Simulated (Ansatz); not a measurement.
# CH2FGaO: up Jacob's ladder to CCSD(T)

How much do the methods differ for CH2FGaO? The plan is to run it at one geometry with functionals of several rungs and with coupled cluster. The yardstick is the atomisation energy at the CCSD(T) limit.

Program: Ansatz 0.2.0, Gaussian basis. Level of theory: functionals in def2-TZVPP, the program's frozen cores in correlated methods. These are calculated values, not measurements.

Plan: LDA (SPW92), PBE-D4, revPBE-D4, BLYP-D4, r2SCAN-D4, B97M-V, PBE0-D4, B3LYP-D4, r2SCANh-D4, r2SCAN0-D4, HSE06-D4, BHLYP-D4, CAM-B3LYP-D4, LC-ωPBE, ωB97X-V, ωB97M-V, B2PLYP, PBE-QIDH; CCSD(T)/def2-SVP; CCSD(T)/def2-TZVPP; MP2/def2-QZVPP; extrapolation to the limit; RPA on PBE.

**1. The geometry**

All runs share one geometry, relaxed beforehand with PBE0-D4 in a triple-zeta def2 set.

6 atoms, charge 0, spin multiplicity 1.

Atoms are counted from 1 here; the program's logs count them from 0.

Bond lengths: F1–Ga2 1.821 Å, C3–O4 1.205 Å, C3–H5 1.101 Å, C3–H6 1.104 Å. Angles: O4–C3–H5 120.9°, O4–C3–H6 120.2°, H5–C3–H6 118.8°.

**2. LDA**

This LDA is Slater exchange with PW92 correlation.

File in.yaml:

```yaml
crystal:
  periodic: [false, false, false]
  atoms:
    - {symbol: F, position_ang: [0.185902, -1.883891, 0.584214]}
    - {symbol: Ga, position_ang: [-1.563345, -1.720217, 0.104123]}
    - {symbol: C, position_ang: [0.375193, 0.886449, -0.179046]}
    - {symbol: O, position_ang: [-0.789814, 0.674977, -0.404966]}
    - {symbol: H, position_ang: [1.028903, 0.092126, 0.214536]}
    - {symbol: H, position_ang: [0.805160, 1.886455, -0.364960]}
basis:
  gaussian: {orbitals: def2-TZVPP}
hamiltonian: {xc: lda}
output: {orbitals: {seedname: orbitals}}
```

Launch:

```sh
ansatz run in.yaml --threads 2 --pin off --events-out ev --progress --plain --max-ram 4352MiB
```

The runs that follow: PBE-D4 (GGA); revPBE-D4 (GGA); BLYP-D4 (GGA); r2SCAN-D4 (meta-GGA); B97M-V (meta-GGA); PBE0-D4 (hybrid); B3LYP-D4 (hybrid); r2SCANh-D4 (hybrid); r2SCAN0-D4 (hybrid); HSE06-D4 (hybrid); BHLYP-D4 (hybrid); CAM-B3LYP-D4 (range-separated); LC-ωPBE (range-separated); ωB97X-V (range-separated); ωB97M-V (range-separated); B2PLYP (double hybrid); PBE-QIDH (double hybrid); CCSD(T) in def2-SVP; CCSD(T) in def2-TZVPP; MP2 in def2-QZVPP; RPA on PBE orbitals.

Before running them: what should the planned runs give, taken together? Wanted: atomisation energy, CCSD(T)/CBS; farthest beyond LDA; mean size of error, GGA; mean size of error, meta-GGA; mean size of error, hybrid; mean size of error, range-separated; mean size of error, double hybrid; gap, smallest and largest; T1 diagnostic.

As calculated:

| quantity | value |
| --- | --- |
| atomisation energy, CCSD(T)/CBS | 22.770 eV |
| functionals within 0.228 eV (1.0 %) | revPBE-D4, r2SCAN-D4, B97M-V, B3LYP-D4, CAM-B3LYP-D4, ωB97X-V, ωB97M-V |
| farthest beyond LDA | BHLYP-D4 (-1.298 eV) |
| mean size of error, GGA | 0.330 eV |
| mean size of error, meta-GGA | 0.113 eV |
| mean size of error, hybrid | 0.534 eV |
| mean size of error, range-separated | 0.103 eV |
| mean size of error, double hybrid | 0.388 eV |
| gap, smallest and largest | 2.81 eV (LDA (SPW92)), 10.15 eV (LC-ωPBE) |
| T1 diagnostic | 0.0162 |
| triples share of the correlation energy | 3.7 % |

What this shows: LDA overbinds by 3.742 eV (16 %). PBE-D4 misses by +0.660 eV. Double hybrids carry the basis error of their MP2 part in triple zeta, and no dispersion term here, so their miss is partly the set-up's. The rungs range-separated, meta-GGA miss on average by less than the doubt on the reference (0.228 eV), so they tie. Misses under about 0.228 eV are within the doubt on the reference itself, which lacks core-valence correlation, relativity and higher excitations, and its outer-core shells are covered unevenly. Hartree-Fock recovers 68 % of the binding; the rest is correlation. CCSD(T) in def2-SVP is off by -1.214 eV, more than most functionals: a good method in a small basis is no reference. Orbital gaps span 2.8 to 10.2 eV; exact exchange widens them. Correlated methods include outer-core shells of Ga, which these sets cover unevenly.
